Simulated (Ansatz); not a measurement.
**BrH₅O₂Si (built from SMILES O.O[SiH2]Br): search for a transition state**

Wanted: the transition state of a four-centre ligand exchange (form Si1–O7, Br2–H6 and break Si1–Br2, H6–O7). The guess is relaxed with those distances held, a saddle search follows, and vibrations and two downhill relaxations check it.

Program: Ansatz 0.2.0, Gaussian basis. Level of theory: PBE0-D4, def2-SVP first, then def2-TZVP. These are calculated values, not measurements.

152 further runs of the same task are left out: 152 set aside as unsound or not needed. Runs told in other sessions of the task aren't counted.

## Step 1: The starting structure

The guess: 9 atoms, charge 0, spin multiplicity 1.

Atoms are counted from 1 here; the program's logs count them from 0.

Bond lengths: Si1–H3 1.446 Å, Si1–H4 1.442 Å, Si1–O5 1.631 Å, Si1–O7 1.866 Å, O5–H8 0.953 Å, H6–O7 1.029 Å, O7–H9 0.964 Å. Angles: H3–Si1–H4 140.2°, H3–Si1–O5 107.1°, H3–Si1–O7 101.3°, H4–Si1–O5 94.0°, H4–Si1–O7 109.3°, O5–Si1–O7 96.9°, Si1–O5–H8 126.3°, Si1–O7–H6 98.1°, Si1–O7–H9 116.6°, H6–O7–H9 113.4°.

Geometry (Å):

```xyz
9
charge 0, multiplicity 1
Si   -0.57840   -0.17670    0.27330
Br    0.85320   -2.50490   -0.07170
H    -1.37420   -0.71780   -0.80610
H    -0.27970   -0.42450    1.66220
O    -1.10140    1.34510    0.53870
H     1.41100   -0.66080   -0.66740
O     0.99280    0.27790   -0.62400
H    -1.48400    1.93160   -0.10780
H     1.56060    0.93020   -0.19730
```

Distances that are to change: Si1–O7 1.87 Å, Br2–H6 2.02 Å, Si1–Br2 2.75 Å, H6–O7 1.03 Å.

## Step 2: Constrained relaxation of the guess

File hold/in.yaml:

```yaml
crystal:
  periodic: [false, false, false]
  atoms:
    - {symbol: Si, position_ang: [-0.578400, -0.176700, 0.273300]}
    - {symbol: Br, position_ang: [0.853200, -2.504900, -0.071700]}
    - {symbol: H, position_ang: [-1.374200, -0.717800, -0.806100]}
    - {symbol: H, position_ang: [-0.279700, -0.424500, 1.662200]}
    - {symbol: O, position_ang: [-1.101400, 1.345100, 0.538700]}
    - {symbol: H, position_ang: [1.411000, -0.660800, -0.667400]}
    - {symbol: O, position_ang: [0.992800, 0.277900, -0.624000]}
    - {symbol: H, position_ang: [-1.484000, 1.931600, -0.107800]}
    - {symbol: H, position_ang: [1.560600, 0.930200, -0.197300]}
basis:
  gaussian: {orbitals: def2-SVP}
hamiltonian: {xc: pbe0, dispersion: d4}
relax: {f_tol: 0.04, max_steps: 150, escape_saddle: false, constraints: [{distance: [0, 6]}, {distance: [1, 5]}, {distance: [0, 1]}, {distance: [5, 6]}]}
```

Command:

```sh
$ ansatz run in.yaml --threads 4 --pin off --events-out ev --progress --plain --max-ram 9574MiB
```

Further steps of the session: Force constants to start from; Saddle search in the small basis; Saddle search in triple zeta; Checking the order of the point; Relaxing after a step of 0.30 Å one way along the mode; Relaxing after a step of 0.30 Å the other way along the mode.

**Question.** What will these runs give? Wanted: imaginary mode; barrier from the start side; barrier from the end side; energy of the step; pairs that change; zero-point energy at the saddle.

**Answer**, as computed:

```
                       quantity                                                       value
                 imaginary mode                                                   106i cm⁻¹
    barrier from the start side                                                 62.0 kJ/mol
      barrier from the end side                                                 73.2 kJ/mol
             energy of the step                                                -11.3 kJ/mol
              pairs that change  Si1–O7 formed, Br2–H6 formed, Si1–Br2 broken, H6–O7 broken
zero-point energy at the saddle                                                    1.576 eV
```

One imaginary mode, 106i cm⁻¹, makes this a first-order saddle. It joins the planned start and end. At PBE0-D4/def2-TZVP the electronic barrier is 62.0 kJ/mol, about 25 kT at 298 K, and the step runs 11.3 kJ/mol downhill. A step off the saddle overshot and began above it in energy, so the link to its end is likely but not proven. Lower complexes than these ends may exist.
